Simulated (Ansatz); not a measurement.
Run this with Ansatz 0.2.0, Python API and show what comes out.

`bde.py`:
```python
'''X-H bond energies of BH5SSi2 without relaxation.'''

import ansatz as az
from ase import Atoms

BASIS = 'def2-TZVPP'
XC = 'pbe0'
VDW = 'd4'


def energy_of(molecule, charge=0, unpaired=0):
    calc = molecule.calculation().basis(gaussian=BASIS).functional(XC, dispersion=VDW)
    if charge:
        calc = calc.charge(charge)
    if unpaired:
        calc = calc.spin('collinear', total=unpaired)
    return calc.run(threads=1).report['free_energy_ev']

def without(molecule, index):
    rest = az.Crystal.molecule()
    for i, site in enumerate(molecule.cartesian_sites):
        if i != index:
            rest = rest.atom(site.symbol, site.position_ang)
    return rest


def main() -> None:
    atoms = Atoms(['S', 'B', 'Si', 'Si', 'H', 'H', 'H', 'H', 'H'], positions=[
        (-1.816, 1.2402, -1.4832),
        (-0.6129, 0.4441, -0.3738),
        (1.205, 0.406, 0.4222),
        (-0.0655, -1.0481, 0.8802),
        (-1.4337, 0.5335, -2.6272),
        (1.4089, 1.5122, 1.4044),
        (2.2757, 0.0981, -0.5819),
        (-0.8393, -0.9161, 2.1426),
        (-0.0336, -2.3162, 0.1996),
    ])
    bh5ssi2 = az.Crystal.molecule_from_ase(atoms)

    whole = energy_of(bh5ssi2, 0)
    hydrogen = energy_of(az.Crystal.molecule().atom('H', (0, 0, 0)), 0, 1)
    print(f'E(molecule) = {whole:.5f} eV, E(H) = {hydrogen:.5f} eV')
    for index in [4, 8]:
        radical = energy_of(without(bh5ssi2, index), 0, 1)
        print(f'H{index}: homolysis {23.060548 * (radical + hydrogen - whole):.1f} kcal/mol')
        anion = energy_of(without(bh5ssi2, index), -1)
        print(f'H{index}: loss of a proton {23.060548 * (anion - whole):.1f} kcal/mol')


if __name__ == '__main__':
    main()
```

```console
$ python bde.py
E(molecule) = -27334.85125 eV, E(H) = -13.63389 eV
H4: homolysis 45.6 kcal/mol
H4: loss of a proton 318.4 kcal/mol
H8: homolysis 63.9 kcal/mol
H8: loss of a proton 339.1 kcal/mol
```

Total energies depend on the basis set; only differences at equal settings carry meaning. The geometry is a force-field or estimated start, not a minimum of this method, and the basis set is short of its limit. All parts are taken at fixed geometry, without zero-point energy. Anions want diffuse functions, which this basis lacks. It ran for 94 s on 1 thread of Arm Neoverse V2, on a shared host, peak memory 0.98 GiB.
